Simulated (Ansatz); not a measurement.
# CH₂BBrO: a ladder of functionals and wavefunction methods

Aim: compute CH₂BBrO with functionals from several rungs and with coupled cluster. The yardstick is the atomisation energy at the CCSD(T) limit.

The runs use Ansatz 0.2.0, Gaussian basis; functionals in def2-TZVPP, the program's frozen cores in correlated methods.

Plan: LDA (SPW92), PBE-D4, revPBE-D4, BLYP-D4, r2SCAN-D4, B97M-V, PBE0-D4, B3LYP-D4, r2SCANh-D4, r2SCAN0-D4, HSE06-D4, BHLYP-D4, CAM-B3LYP-D4, LC-ωPBE, ωB97X-V, ωB97M-V, B2PLYP, PBE-QIDH; CCSD(T)/def2-SVP; CCSD(T)/def2-TZVPP; MP2/def2-QZVPP; extrapolation to the limit; RPA on PBE.

### Step 1. Structure used throughout

All runs share one geometry, relaxed beforehand with PBE0-D4 in a triple-zeta def2 set.

SMILES `BrC1BO1`, 6 atoms, charge 0, spin multiplicity 1.

Atoms are counted from 1 here; the program's logs count them from 0.

Bond lengths: Br1–C2 1.916 Å, C2–B3 1.503 Å, C2–O4 1.465 Å, C2–H5 1.083 Å, B3–O4 1.336 Å, B3–H6 1.181 Å. Angles: Br1–C2–B3 121.3°, Br1–C2–O4 115.0°, Br1–C2–H5 110.1°, B3–C2–O4 53.5°, B3–C2–H5 127.5°, O4–C2–H5 113.7°, C2–B3–O4 61.8°, C2–B3–H6 159.8°, O4–B3–H6 138.4°, C2–O4–B3 64.7°.

As a file:

```mol
CH2BBrO
  3D, bonds by distance, orders not assigned

  6  6  0  0  0  0  0  0  0  0999 V2000
    1.7560    0.5752   -1.1579 Br  0  0
    0.3316   -0.3810   -0.3055 C   0  0
   -0.5476    0.2789    0.7200 B   0  0
   -1.0060    0.1730   -0.5301 O   0  0
    0.4076   -1.4381   -0.5263 H   0  0
   -0.8994    0.7281    1.7537 H   0  0
  1  2  8  0
  2  3  8  0
  3  4  8  0
  2  5  8  0
  3  6  8  0
  2  4  8  0
M  END
```

### Step 2. LDA

This LDA is Slater exchange with PW92 correlation.

in.yaml

```yaml
crystal:
  periodic: [false, false, false]
  atoms:
    - {symbol: Br, position_ang: [1.756025, 0.575166, -1.157926]}
    - {symbol: C, position_ang: [0.331562, -0.381025, -0.305504]}
    - {symbol: B, position_ang: [-0.547613, 0.278878, 0.720001]}
    - {symbol: O, position_ang: [-1.005988, 0.172961, -0.530118]}
    - {symbol: H, position_ang: [0.407556, -1.438058, -0.526326]}
    - {symbol: H, position_ang: [-0.899442, 0.728077, 1.753672]}
basis:
  gaussian: {orbitals: def2-TZVPP}
hamiltonian: {xc: lda}
output: {orbitals: {seedname: orbitals}}
```

The runs that follow: PBE-D4 (GGA); revPBE-D4 (GGA); BLYP-D4 (GGA); r2SCAN-D4 (meta-GGA); B97M-V (meta-GGA); PBE0-D4 (hybrid); B3LYP-D4 (hybrid); r2SCANh-D4 (hybrid); r2SCAN0-D4 (hybrid); HSE06-D4 (hybrid); BHLYP-D4 (hybrid); CAM-B3LYP-D4 (range-separated); LC-ωPBE (range-separated); ωB97X-V (range-separated); ωB97M-V (range-separated); B2PLYP (double hybrid); PBE-QIDH (double hybrid); CCSD(T) in def2-SVP; CCSD(T) in def2-TZVPP; MP2 in def2-QZVPP; RPA on PBE orbitals.

Before running them: what should the planned runs give, taken together? Wanted: atomisation energy, CCSD(T)/CBS; farthest beyond LDA; mean size of error, GGA; mean size of error, meta-GGA; mean size of error, hybrid; mean size of error, range-separated; mean size of error, double hybrid; gap, smallest and largest; T1 diagnostic.

The runs gave:

```
                               quantity                                                                                             value
        atomisation energy, CCSD(T)/CBS                                                                                         23.116 eV
    functionals within 0.231 eV (1.0 %)  BLYP-D4, B97M-V, B3LYP-D4, r2SCANh-D4, CAM-B3LYP-D4, LC-ωPBE, ωB97X-V, ωB97M-V, B2PLYP, PBE-QIDH
                    farthest beyond LDA                                                                                PBE-D4 (+1.106 eV)
                mean size of error, GGA                                                                                          0.541 eV
           mean size of error, meta-GGA                                                                                          0.284 eV
             mean size of error, hybrid                                                                                          0.357 eV
    mean size of error, range-separated                                                                                          0.127 eV
      mean size of error, double hybrid                                                                                          0.099 eV
              gap, smallest and largest                                                         4.22 eV (LDA (SPW92)), 11.73 eV (LC-ωPBE)
                          T1 diagnostic                                                                                            0.0128
triples share of the correlation energy                                                                                             4.0 %
```

What this shows: LDA overbinds by 4.389 eV (19 %). PBE-D4 is off by +1.106 eV. Double hybrids carry the basis error of their MP2 part in triple zeta, and no dispersion term here, so their miss is partly the set-up's. The rungs double hybrid, range-separated miss on average by less than the doubt on the reference (0.231 eV), so they tie. Misses under about 0.231 eV are within the doubt on the reference itself, which lacks core-valence correlation, relativity and higher excitations, and its outer-core shells are covered unevenly. All levels share the lack of spin-orbit coupling, which lowers the free heavy atoms and so the true binding. Hartree-Fock recovers 69 % of the binding; the rest is correlation. CCSD(T) in def2-SVP is off by -1.259 eV, which most functionals beat. Orbital gaps span 4.2 to 11.7 eV; exact exchange widens them. Correlated methods include outer-core shells of Br, which these sets cover unevenly.
